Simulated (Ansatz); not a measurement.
# C₄H₉Cl₂GaO: one species, many methods

One table from this session's results is given with a row withheld; the runs are named, their logs left out.

Method: functionals in def2-TZVPP, the program's frozen cores in correlated methods; program: Ansatz 0.2.0, Gaussian basis.

Levels to be run: LDA (SPW92), PBE-D4, revPBE-D4, BLYP-D4, r2SCAN-D4, B97M-V, PBE0-D4, B3LYP-D4, r2SCANh-D4, r2SCAN0-D4, HSE06-D4, BHLYP-D4, CAM-B3LYP-D4, LC-ωPBE, ωB97X-V, ωB97M-V, B2PLYP, PBE-QIDH; CCSD(T)/def2-SVP; CCSD(T)/def2-TZVPP; MP2/def2-QZVPP; extrapolation to the limit; RPA on PBE.

## The relaxed structure

An earlier PBE0-D4 in a triple-zeta def2 set relaxation fixed the geometry.

SMILES `CC(C)(C)[O][Ga]([Cl])[Cl]`, 17 atoms, charge 0, spin multiplicity 1.

Atoms are counted from 1 here; the program's logs count them from 0.

Bond lengths: C1–C2 1.521 Å, C1–H9 1.093 Å, C1–H10 1.092 Å, C1–H11 1.092 Å, C2–C3 1.521 Å, C2–C4 1.520 Å, C2–O5 1.431 Å, C3–H12 1.092 Å, C3–H13 1.092 Å, C3–H14 1.093 Å, C4–H15 1.091 Å, C4–H16 1.091 Å, C4–H17 1.092 Å, O5–Ga6 1.756 Å, Ga6–Cl7 2.116 Å, Ga6–Cl8 2.128 Å. Angles: C2–C1–H9 111.0°, C2–C1–H10 110.9°, C2–C1–H11 110.1°, H9–C1–H10 107.7°, H9–C1–H11 108.8°, H10–C1–H11 108.3°, C1–C2–C3 111.0°, C1–C2–C4 110.5°, C1–C2–O5 109.8°, C3–C2–C4 110.5°, C3–C2–O5 109.8°, C4–C2–O5 105.1°, C2–C3–H12 110.1°, C2–C3–H13 110.9°, C2–C3–H14 111.0°, H12–C3–H13 108.3°, H12–C3–H14 108.8°, H13–C3–H14 107.7° and more.

Set-up of the first run:

in.yaml reads:

```yaml
crystal:
  periodic: [false, false, false]
  atoms:
    - {symbol: C, position_ang: [-0.515186, -1.402427, -0.114398]}
    - {symbol: C, position_ang: [0.152136, -0.110442, 0.332397]}
    - {symbol: C, position_ang: [1.406860, 0.164405, -0.482733]}
    - {symbol: C, position_ang: [0.482182, -0.166582, 1.815569]}
    - {symbol: O, position_ang: [-0.763614, 0.981009, 0.196280]}
    - {symbol: Ga, position_ang: [-1.519701, 1.570030, -1.275462]}
    - {symbol: Cl, position_ang: [-2.817719, 3.227378, -1.063149]}
    - {symbol: Cl, position_ang: [-1.242447, 0.765894, -3.226483]}
    - {symbol: H, position_ang: [-0.755126, -1.371141, -1.180775]}
    - {symbol: H, position_ang: [0.143147, -2.257978, 0.052472]}
    - {symbol: H, position_ang: [-1.436554, -1.564413, 0.449372]}
    - {symbol: H, position_ang: [1.851242, 1.115222, -0.180255]}
    - {symbol: H, position_ang: [2.148613, -0.623266, -0.332526]}
    - {symbol: H, position_ang: [1.178506, 0.205790, -1.551319]}
    - {symbol: H, position_ang: [0.929910, 0.775197, 2.137994]}
    - {symbol: H, position_ang: [-0.426084, -0.331642, 2.397946]}
    - {symbol: H, position_ang: [1.183835, -0.977024, 2.025070]}
basis:
  gaussian: {orbitals: def2-TZVPP}
hamiltonian: {xc: lda}
output: {orbitals: {seedname: orbitals}}
```

The run is started by

```console
ansatz run in.yaml --threads 4 --pin off --events-out ev --progress --plain --max-ram 66560MiB --backend cuda --devices 0, --max-vram 37GiB
```

Steps of the session up to this table: LDA; PBE-D4 (GGA); revPBE-D4 (GGA); BLYP-D4 (GGA); r2SCAN-D4 (meta-GGA); B97M-V (meta-GGA); PBE0-D4 (hybrid); B3LYP-D4 (hybrid); r2SCANh-D4 (hybrid); r2SCAN0-D4 (hybrid); HSE06-D4 (hybrid); BHLYP-D4 (hybrid); CAM-B3LYP-D4 (range-separated); LC-ωPBE (range-separated); ωB97X-V (range-separated); ωB97M-V (range-separated); B2PLYP (double hybrid); PBE-QIDH (double hybrid).

One table of the session follows, with a row left open; its other results are not shown here.

It belongs to the step «Orbital energies across the functionals». 

```
  functional  HOMO (eV)  gap (eV)
 LDA (SPW92)      -7.10      4.48
      PBE-D4      -6.90      4.61
   revPBE-D4      -6.82      4.67
     BLYP-D4          ?         ?
   r2SCAN-D4      -7.21      5.19
      B97M-V      -7.34      5.23
     PBE0-D4      -8.38      7.04
    B3LYP-D4      -8.14      6.48
  r2SCANh-D4      -7.76      6.08
  r2SCAN0-D4      -8.60      7.42
    HSE06-D4      -7.97      6.26
    BHLYP-D4      -9.80      9.39
CAM-B3LYP-D4      -9.82      9.46
     LC-ωPBE     -11.16     12.13
     ωB97X-V     -10.83     11.60
     ωB97M-V     -10.75     11.33
```

**Question.** Estimate the row for BLYP-D4.

Worked estimate for «HOMO (eV)». Against the share of exact exchange, B3LYP-D4 (0.2, -8.14), BHLYP-D4 (0.5, -9.80) give a slope of -5.53 per unit share; at 0 the line stands at -7.03.

The run gave: HOMO (eV): -6.79; gap (eV): 4.55. In «HOMO (eV)» the line misses by -0.24.
